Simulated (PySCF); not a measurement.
# GaCl₂: relaxation and vibrations of the doublet

The task is one start of a wider search on GaCl₂: the doublet, from a bent start. It is relaxed, tested by its Hessian and followed downhill if it is a saddle.

The runs use PySCF 2.14.0; PBE, basis Ga def2-TZVP, Cl def2-TZVP, no relativity, density fitting.

## Step 1: The starting structure

3 atoms, charge 0, spin multiplicity 2.

Bond lengths: Ga1–Cl2 2.230 Å, Ga1–Cl3 2.230 Å. Angles: Cl2–Ga1–Cl3 110.0°.

Z-matrix (Å, degrees; charge 0 multiplicity 2):
```
Ga
Cl 1 2.2300
Cl 1 2.2300 2 110.00
```

## Step 2: First SCF at the start

The steps below are one call of a driver around PySCF. For each, scf.py gives the equivalent set-up of the SCF; relaxations use the driver's own optimiser. After this first run the driver tries any further starts and a stability analysis.

scf.py

```python
from pyscf import gto, scf, dft
mol = gto.M(atom='''
Ga     0.000000     0.000000     0.000000
Cl     1.826700     0.000000     1.279100
Cl    -1.826700     0.000000     1.279100''',
    basis={'Ga': 'def2-TZVP', 'Cl': 'def2-TZVP'},
    charge=0, spin=1)
mf = dft.UKS(mol, xc='PBE')
mf.grids.atom_grid = (50, 194)
aux = {'Ga': 'def2-universal-JKFIT', 'Cl': 'def2-universal-JKFIT'}
mf = mf.density_fit(auxbasis=aux)
mf.conv_tol = 1e-08
mf.diis_space = 10
mf.max_cycle = 60
mf.init_guess = 'minao'
mf.verbose = 4
mf.kernel()
```

On the command line:

```
OMP_NUM_THREADS=4 python axn.py task.json out
```

The runs that follow: Bent start, doublet: relaxation; Vibrations and properties at this point.

**Question.** What will these runs give? Wanted: minimum; geometry; wavenumbers; dipole moment; highest occupied, lowest empty level; polar-tensor charge of Ga1; zero-point energy; atomisation energy; ⟨S²⟩.

The runs gave:

```
                                          quantity                                value
                                           minimum                         doublet, C2v
                                          geometry  Ga–Cl 2.186 Å (×2); Cl–Ga–Cl 120.2°
                                wavenumbers (cm⁻¹)         106 (a1), 347 (a1), 398 (b2)
                                     dipole moment                               1.61 D
highest occupied, lowest empty level (either spin)                      -6.04, -5.03 eV
                        polar-tensor charge of Ga1                              +0.94 e
                                 zero-point energy                           5.1 kJ/mol
                               entropy at 298.15 K                      303.9 J/(mol K)
         atomisation energy (no zero-point energy)                           699 kJ/mol
                                              ⟨S²⟩                                0.752
```

**Reading.** The bent start keeps its C2v symmetry and ends in a minimum. The strongest infrared band lies at 398 cm⁻¹ (b2, stretch). Most of the spin sits on Ga1 (Mulliken spin 0.68, against 1 for the whole molecule). Only this shape and spin were tried, so other structures or states may lie lower.
